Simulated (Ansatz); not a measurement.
# CH₄ClInSe: how energies converge with the basis set

An exercise on one series of results from a longer session: the logs are not shown, and one member is left open.

Program: Ansatz 0.2.0, Gaussian basis. Level of theory: one geometry, several basis sets. These are calculated values, not measurements.

The runs, in order: PBE0-D4/def2-SVP; ωB97M-V/def2-SVP; PBE0-D4/def2-QZVPP; ωB97M-V/def2-QZVPP; the functionals' def2-TZVPP values are taken from earlier runs.

### The relaxed structure

All runs share one geometry, relaxed beforehand with PBE0-D4 in a triple-zeta def2 set. In takes the def2 core potential; no spin-orbit term is included.

SMILES `C[Se][InH][Cl]`, 8 atoms, charge 0, spin multiplicity 1.

Atoms are counted from 1 here; the program's logs count them from 0.

Bond lengths: C1–Se2 1.962 Å, C1–H5 1.086 Å, C1–H6 1.089 Å, C1–H7 1.086 Å, Se2–In3 2.475 Å, In3–Cl4 2.344 Å, In3–H8 1.701 Å. Angles: Se2–C1–H5 110.5°, Se2–C1–H6 105.6°, Se2–C1–H7 110.3°, H5–C1–H6 110.0°, H5–C1–H7 110.2°, H6–C1–H7 110.0°, C1–Se2–In3 99.1°, Se2–In3–Cl4 111.2°, Se2–In3–H8 131.3°, Cl4–In3–H8 117.6°.

Set-up of the first run:

Contents of in.yaml:

```yaml
crystal:
  periodic: [false, false, false]
  atoms:
    - {symbol: C, position_ang: [-0.381394, 1.400428, -0.335469]}
    - {symbol: Se, position_ang: [0.417106, 0.722857, 1.323493]}
    - {symbol: In, position_ang: [0.592401, -1.671801, 0.722170]}
    - {symbol: Cl, position_ang: [-0.244140, -2.067227, -1.431310]}
    - {symbol: H, position_ang: [-1.318854, 0.891709, -0.541504]}
    - {symbol: H, position_ang: [-0.562067, 2.460018, -0.162936]}
    - {symbol: H, position_ang: [0.306608, 1.270502, -1.166108]}
    - {symbol: H, position_ang: [1.190340, -3.006476, 1.591675]}
basis:
  gaussian: {orbitals: def2-SVP}
hamiltonian: {xc: pbe0, dispersion: d4}
output: {orbitals: {seedname: orbitals}}
```

Among the steps run: PBE0-D4 in def2-SVP; ωB97M-V in def2-SVP; PBE0-D4 in def2-QZVPP; ωB97M-V in def2-QZVPP.

One of the session's tables, all rows but one given; the rest of the session is left out.

It belongs to the step «Density functionals: the series». 

```
functional       basis  HOMO (eV)  LUMO (eV)
   PBE0-D4    def2-SVP      -6.88      -1.48
   PBE0-D4  def2-TZVPP      -6.99      -1.60
   PBE0-D4  def2-QZVPP      -7.00      -1.62
   ωB97M-V    def2-SVP          ?          ?
   ωB97M-V  def2-TZVPP      -9.10      -0.09
   ωB97M-V  def2-QZVPP      -9.12      -0.15
```

**Question.** Estimate the row for ωB97M-V, def2-SVP.

The run gave: HOMO (eV): -8.97; LUMO (eV): 0.12. In the column «HOMO (eV)» it lies between ωB97M-V, def2-TZVPP (-9.10) and PBE0-D4, def2-QZVPP (-7.00).
